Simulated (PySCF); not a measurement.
# AsO(OH)₂: doublet, from a T-shaped (ligand arrangement 1) start

Aim: relax AsO(OH)₂ as a doublet from a T-shaped (ligand arrangement 1) start, check by its vibrations whether the end is a minimum, and collect its spectrum and constants.

Program: PySCF 2.14.0. Level of theory: PBE0, basis As def2-TZVP, O def2-TZVP, H def2-TZVP, no relativity, density fitting. These are calculated values, not measurements.

## 1. The system as given

6 atoms, charge 0, spin multiplicity 2.

Bond lengths: As1–O2 1.710 Å, As1–O3 1.840 Å, As1–O4 1.840 Å, O3–H5 0.960 Å, O4–H6 0.960 Å. Angles: O2–As1–O3 88.0°, O2–As1–O4 88.0°, O3–As1–O4 176.0°, As1–O3–H5 130.0°, As1–O4–H6 130.0°.

Coordinates in bohr (charge 0 multiplicity 2):
```
As    0.0000    0.0000    0.0000
O     0.0000    0.0000    3.2314
O     3.4750    0.0000    0.1213
O    -3.4750    0.0000    0.1213
H     4.6404   -1.3897    0.1621
H    -4.6404    1.3897    0.1621
```

## 2. Finding the electronic state

The steps below are one call of a driver around PySCF. For each, scf.py gives the equivalent set-up of the SCF; relaxations use the driver's own optimiser. After this first run the driver tries any further starts and a stability analysis.

Contents of scf.py:

```python
from pyscf import gto, scf, dft
mol = gto.M(atom='''
As     0.000000     0.000000     0.000000
O      0.000000     0.000000     1.710000
O      1.838900     0.000000     0.064200
O     -1.838900     0.000000     0.064200
H      2.455600    -0.735400     0.085800
H     -2.455600     0.735400     0.085800''',
    basis={'As': 'def2-TZVP', 'O': 'def2-TZVP', 'H': 'def2-TZVP'},
    charge=0, spin=1)
mf = dft.UKS(mol, xc='PBE0')
mf.grids.atom_grid = (50, 194)
aux = {'As': 'def2-universal-JKFIT', 'O': 'def2-universal-JKFIT', 'H': 'def2-universal-JKFIT'}
mf = mf.density_fit(auxbasis=aux)
mf.conv_tol = 1e-08
mf.diis_space = 10
mf.max_cycle = 60
mf.init_guess = 'minao'
mf.verbose = 4
mf.kernel()
```

On the command line:

```
$ OMP_NUM_THREADS=4 python axn.py task.json out
```

After this run come: T-shaped (ligand arrangement 1) start, doublet: relaxation; Vibrations and properties at this point; Leaving the saddle point; Is it a minimum? Harmonic modes.

Q: Predict the outcome of this session. Wanted: minimum; geometry; wavenumbers; dipole moment; highest occupied, lowest empty level; polar-tensor charge of As1; zero-point energy; atomisation energy; ⟨S²⟩.

**Answer**, as computed:

| quantity | value |
| --- | --- |
| minimum | doublet, Cs |
| geometry | As–O 1.639 Å, As–O 1.761 Å (×2), O–H 0.965 Å (×2); As–O–H 109.1° (×2), O–As–O 94.8°, O–As–O 113.9° (×2) |
| wavenumbers (cm⁻¹) | 45 (a''), 188 (a'), 268 (a''), 289 (a'), 318 (a'), 701 (a'), 702 (a''), 891 (a'), 962 (a''), 1011 (a'), 3837 (a''), 3838 (a') |
| dipole moment | 1.28 D |
| highest occupied, lowest empty level (either spin) | -7.72, -4.23 eV |
| polar-tensor charge of As1 | +1.24 e |
| zero-point energy | 78.1 kJ/mol |
| entropy at 298.15 K | 332.6 J/(mol K) |
| atomisation energy (no zero-point energy) | 1907 kJ/mol |
| ⟨S²⟩ | 0.759 |

**Reading.** The T-shaped (ligand arrangement 1) start (C2) ends in a minimum of Cs symmetry, after a stop at a saddle point 119.6 kJ/mol higher, from which it was pushed off along an imaginary mode. In the infrared the band at 3837 cm⁻¹ (a'') leads. Other starts or spin states, not run here, may lie lower.
